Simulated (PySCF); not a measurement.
# CoO (CoO): the cost of one run

Programs: PySCF 2.14.0, with density-fitted response routines of our own. Each step states its level of theory. These are calculated values for one molecule in the gas phase, unless marked as measured. Atoms count from 0, in the outputs and in this text.

## 1. The starting structure

2 atoms, charge 0, multiplicity 4; geometry from: GFN2-xTB. The atoms were then displaced at random by about 0.03 Å, so the start is not that level's minimum.

Bonds of the start (Å): O0–Co1 1.62.

## 2. Relaxing the molecule at PBE0-D3(BJ)/def2-SVP

The job: settings as JSON, then the geometry in Å.

```
{"job": {"xc": "PBE0", "basis": "def2-SVP", "d3": "d3bj", "grid": 1, "shake": 0.03, "kind": "geom"}, "charge": 0, "multiplicity": 4}
O      0.834450    -0.081890     0.006180
Co    -0.784730    -0.005830    -0.028400
```

Launch:

```sh
OMP_NUM_THREADS=1 python probes_run.py task.json out
```

This one command runs all jobs of the session in turn.

**Question.** How long does this first job take on 1 thread of Arm Neoverse N1, shared host, and how much memory does it need?

About 17 s, with a peak of 0.25 GiB.
